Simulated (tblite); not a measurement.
# C5H9ClSSi: the cost of one run

Programs: tblite 0.8.0 and PySCF 2.14.0, with density-fitted response routines of our own. Each step states its level of theory. These are calculated values for one molecule in the gas phase, unless marked as measured. Atoms count from 0, in the outputs and in this text.

## Step 1: The molecule as given

17 atoms, charge 0, multiplicity 1; geometry from: force field or distance geometry start.

Bonds of the start (Å): C0–C1 1.33, C1–Cl2 1.75, C1–C3 1.47, C3–C4 1.51, C4–C5 1.50, C5–S6 1.74, S6–Si7 2.16, C5–C3 1.52, C0–H8 1.08, C0–H9 1.10, C3–H10 1.08, C4–H11 1.09, C4–H12 1.09, C5–H13 1.10, Si7–H14 1.48, Si7–H15 1.48, Si7–H16 1.48.

## Step 2: Relaxing the molecule with GFN2-xTB

What the job is given:

```
{"job": {"kind": "relax", "xc": "GFN2-xTB", "basis": "xTB"}, "charge": 0, "multiplicity": 1}
C     -2.650400     0.416500     0.641400
C     -1.440300     0.887700     0.348400
Cl    -0.768200     2.138100     1.363700
C     -0.570200     0.521200    -0.776700
C     -0.641600    -0.861500    -1.376600
C      0.584100    -0.451200    -0.618700
S      0.958400    -1.311400     0.847900
Si     2.636700    -0.253200     1.697200
H     -3.123400    -0.344900     0.031200
H     -3.224700     0.783700     1.500000
H     -0.422200     1.332500    -1.468200
H     -0.561500    -0.938200    -2.461100
H     -1.297100    -1.610400    -0.943100
H      1.468500    -0.246200    -1.232300
H      3.060000    -0.928400     2.941700
H      2.250100     1.148800     1.986400
H      3.735000    -0.271100     0.702400
```

Run with:

```bash
> OMP_NUM_THREADS=1 python probes_run.py task.json out
```

The driver reads the jobs from task.json and runs them one after another.

**Question.** How long does this first job take on 1 thread of Arm Neoverse N1, shared host, and how much memory does it need?

About 1.6 s, with a peak of 0.18 GiB.
